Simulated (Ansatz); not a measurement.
# CH6BNO2 (SMILES COB(N)O) at wB97X/6-31G(d) (spherical functions)

Aim: the vertical ionisation energy of CH6BNO2 at wB97X/6-31G* (spherical functions), from 2 runs. 

The results are computed with Ansatz 0.2.0.

131 further runs of the same task are left out: 1 that didn't finish, 130 set aside as unsound or not needed.

**1. Starting point**

The species is CH6BNO2 (11 atoms), meant as a singlet with charge 0. SMILES: `COB(N)O`. The shape is that of a PBE0-D4/def2-TZVP optimisation. This is one conformer, not always the lowest.

Bond lengths: C1–O2 1.404 Å, O2–B3 1.375 Å, B3–N4 1.409 Å, B3–O5 1.372 Å, C1–H6 1.096 Å, C1–H7 1.091 Å, C1–H8 1.096 Å, N4–H9 1.002 Å, N4–H10 1.003 Å, O5–H11 0.959 Å. Some angles: C1–O2–B3 120.9°, O2–B3–N4 123.5°, O2–B3–O5 117.8°, N4–B3–O5 118.7°, O2–C1–H6 111.6°, O2–C1–H7 108.2°, O2–C1–H8 111.6°, B3–N4–H9 124.4°, B3–N4–H10 121.1°, B3–O5–H11 111.1°.

**2. A single-point energy at wB97X/6-31G(d) (spherical functions)**

File run.yaml:

```yaml
crystal:
  periodic: [false, false, false]
  atoms:
    - {symbol: C, position_ang: [0.713500, 0.851600, 1.129700]}
    - {symbol: O, position_ang: [-0.446700, 0.102500, 0.878500]}
    - {symbol: B, position_ang: [-0.644000, -0.506700, -0.338400]}
    - {symbol: N, position_ang: [0.275800, -0.431900, -1.403700]}
    - {symbol: O, position_ang: [-1.801000, -1.223100, -0.514800]}
    - {symbol: H, position_ang: [0.801300, 1.701800, 0.443100]}
    - {symbol: H, position_ang: [0.654400, 1.238600, 2.147600]}
    - {symbol: H, position_ang: [1.616900, 0.236000, 1.047600]}
    - {symbol: H, position_ang: [1.144100, 0.066300, -1.366900]}
    - {symbol: H, position_ang: [0.095200, -0.890900, -2.277500]}
    - {symbol: H, position_ang: [-2.344100, -1.201100, 0.275400]}
basis:
  gaussian:
    orbitals: 6-31G_st_-spherical.json
output: {orbitals: {seedname: orbitals}}
accuracy: high
hamiltonian:
  xc: {name: wB97X}
```

The basis set 6-31G* is read from a file made from the Basis Set Exchange's data (not shown).

On the command line:

```
ansatz run run.yaml --threads 1 --pin off --max-ram 3480MiB --events-out events.jsonl --progress --plain --runs-dir runs
```

The program printed:

```text
Warning: RAYON_NUM_THREADS=1 ignored (pool sized by the plan → 1); use --threads N
Functional definition: wB97X
  name "wB97X"
  parameter omega = 0.3/bohr
  parameter cx = 0.157706
  parameter cx1 = 0.726479
  parameter cx2 = 1.04760
  parameter cx3 = -5.70635
  parameter cx4 = 13.2794
  parameter css1 = -4.33879
  parameter css2 = 18.2308
  parameter css3 = -31.7430
  parameter css4 = 17.2901
  parameter cos1 = 2.37031
  parameter cos2 = -11.3995
  parameter cos3 = 6.58405
  parameter cos4 = -3.78132
  exchange = spin_sum(e_x_unif_sr(omega)*poly(b97_u_x, 1 - cx, cx1, cx2, cx3, cx4)) + cx*exact_x_sr(omega)
      + exact_x_lr(omega)
  correlation = spin_sum(e_c_pw_same_spin*poly(b97_u_same, 1, css1, css2, css3, css4))
      + integral(e_c_pw_opposite_spin*poly(b97_u_opposite, 1, cos1, cos2, cos3, cos4))
1994 factors; integrals over basis functions are off by at most 3.4e-9 eV
343 factors; integrals over basis functions are off by at most 1.6e-9 eV
mean field evaluation 1: about -7390.2076 eV, gradient 5.8e1 eV
mean field evaluation 2: about -7392.0353 eV, gradient 5.1e1 eV
mean field evaluation 4: about -7396.3975 eV, gradient 1.8e0 eV
mean field evaluation 8: about -7396.5959 eV, gradient 9.8e-2 eV
mean field evaluation 16: about -7396.5959 eV, gradient 7.2e-5 eV
mean field -7396.59588635 eV, -271.8198852304 hartree, gradient 1.9e-8 eV, S^2 0.000000; 0 other end points of the search recorded, 0 dependent functions left out
reference -7396.59588418 eV, -271.8198851507 hartree; 20, 20 occupied and 62, 62 virtual orbitals, 1994 factors
Total energy: -7396.59588418 eV, -271.8198851507 hartree
```

It took 28 s on 1 thread of Arm Neoverse V1, shared host; peak memory 0.49 GiB.

**3. The doublet cation, same level**

File in.yaml:

```yaml
crystal:
  periodic: [false, false, false]
  atoms:
    - symbol: C
      position_ang: [0.713500, 0.851600, 1.129700]
    - symbol: O
      position_ang: [-0.446700, 0.102500, 0.878500]
    - symbol: B
      position_ang: [-0.644000, -0.506700, -0.338400]
    - symbol: N
      position_ang: [0.275800, -0.431900, -1.403700]
    - symbol: O
      position_ang: [-1.801000, -1.223100, -0.514800]
    - symbol: H
      position_ang: [0.801300, 1.701800, 0.443100]
    - symbol: H
      position_ang: [0.654400, 1.238600, 2.147600]
    - symbol: H
      position_ang: [1.616900, 0.236000, 1.047600]
    - symbol: H
      position_ang: [1.144100, 0.066300, -1.366900]
    - symbol: H
      position_ang: [0.095200, -0.890900, -2.277500]
    - symbol: H
      position_ang: [-2.344100, -1.201100, 0.275400]
basis:
  gaussian: {orbitals: 6-31G_st_-spherical.json}
magnetization: {spin_polarized: true, initial_magnetization: 1}
output: {orbitals: {seedname: orbitals}}
accuracy: high
total_charge: 1
hamiltonian: {xc: {name: wB97X}}
```

The basis set 6-31G* is read from a file made from the Basis Set Exchange's data (not shown).

On the command line:

```
ansatz run in.yaml --threads 1 --pin off --max-ram 3480MiB --events-out events.jsonl --progress --plain --runs-dir runs
```

The program printed (excerpt; [...] marks lines left out):

```text
Warning: RAYON_NUM_THREADS=1 ignored (pool sized by the plan → 1); use --threads N
[... 2 set-up lines as earlier in the session ...]
[...]
      + exact_x_lr(omega)
[...]
      + integral(e_c_pw_opposite_spin*poly(b97_u_opposite, 1, cos1, cos2, cos3, cos4))
1993 factors; integrals over basis functions are off by at most 3.4e-9 eV
343 factors; integrals over basis functions are off by at most 1.6e-9 eV
[...]
mean field -7386.73608695 eV, -271.4575442860 hartree, gradient 8.2e-8 eV, S^2 0.759799; 4 other end points of the search recorded, 0 dependent functions left out
reference -7386.73608486 eV, -271.4575442089 hartree; 20, 19 occupied and 62, 63 virtual orbitals, 1993 factors
Total energy: -7386.73608486 eV, -271.4575442089 hartree
```

It took 99 s on 1 thread of Arm Neoverse V1, shared host; peak memory 0.83 GiB.

**4. What came out**

Level: wB97X/6-31G* (spherical functions).

| quantity | value |
| --- | --- |
| singlet CH6BNO2: total energy | -271.81989 Eh |
| singlet CH6BNO2: HOMO energy | -9.62 eV |
| singlet CH6BNO2: LUMO energy | 4.80 eV |
| singlet CH6BNO2: HOMO–LUMO gap | 14.41 eV |
| doublet cation: total energy | -271.45754 Eh |
| doublet cation: HOMO energy (highest over α and β) | -15.94 eV |
| doublet cation: LUMO energy (lowest over α and β) | -10.05 eV |
| doublet cation: ⟨S²⟩ | 0.760 |
| vertical ionisation energy (to the doublet cation) | 9.860 eV |

In words: Removing an electron at fixed nuclei costs 9.86 eV (227 kcal/mol). The negative HOMO energy of the first species, 9.62 eV, lies 0.24 eV below that difference.
